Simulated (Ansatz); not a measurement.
CH4ClGe, SMILES [CH3][GeH][Cl], a ladder of basis sets

Computed with Ansatz's Python interface.

Run as a notebook:

```python
import ansatz as az
from ase import Atoms
```

```python
atoms = Atoms(['C', 'Ge', 'Cl', 'H', 'H', 'H', 'H'], positions=[
    (-0.6889, 0.3917, -0.2439),
    (0.6906, -0.8767, -0.1396),
    (0.9921, -1.3907, 1.9233),
    (-0.3795, 1.3558, 0.3107),
    (-1.6649, 0.0002, 0.1536),
    (-0.9074, 0.7204, -1.32),
    (2.0191, -0.2687, -0.7298),
])
ch4clge = az.Crystal.molecule_from_ase(atoms)
```

```python
job = (
    ch4clge.calculation()
    .functional('b3lyp', dispersion='d4')
    .spin('collinear', total=1)
)
```

```python
energies = {}
for basis in ['cc-pVDZ', 'cc-pVTZ']:
    data = job.basis(gaussian=basis).run(threads=1).report
    size = data['n_frozen'] + data['n_occupied'][0] + data['n_virtual'][0]
    energies[basis] = (data['reference_energy_ev'] / 27.211386246, data['free_energy_ev'] / 27.211386246)
    print(f'{basis:14s} {size:4d} orbitals  reference {energies[basis][0]:14.6f} Ha  total {energies[basis][1]:14.6f} Ha')
```

    cc-pVDZ          79 orbitals  reference   -2577.748920 Ha  total   -2577.756998 Ha
    cc-pVTZ         163 orbitals  reference   -2577.856279 Ha  total   -2577.864356 Ha

```python
last = energies['cc-pVTZ'][1]
for basis, (_, total) in energies.items():
    print(f'{basis:14s} lies {27.211386 * (total - last):9.4f} eV above cc-pVTZ')
```

    cc-pVDZ        lies    2.9214 eV above cc-pVTZ
    cc-pVTZ        lies    0.0000 eV above cc-pVTZ

Against cc-pVDZ: cc-pVTZ -107.4 mHa. The last step alone is -107.36 mHa. From the first set to the last the time grows from 5.2 to 11.1 s.

Notes:
- The drop along the ladder measures the basis error, and is no property of the molecule.
- The geometry is a force-field or estimated start, not a minimum of this method, and the last set is no limit. Much of the fall in a total is atomic energy, which cancels in bond and reaction energies.
- The species is open-shell (spin multiplicity 2).
- Total less reference energy is the dispersion correction.
- b3lyp holds the VWN-RPA fit, as in Gaussian; the form of ORCA and Turbomole is b3lyp5.
- For Al to Cl the sets with a tight d function, cc-pV(X+d)Z, are usual.
- It ran for 17 s on 1 thread of Arm Neoverse V1, with other jobs on the host, peak memory 0.53 GiB.

(Lines on the test bed's own set-up are left out of the output.)
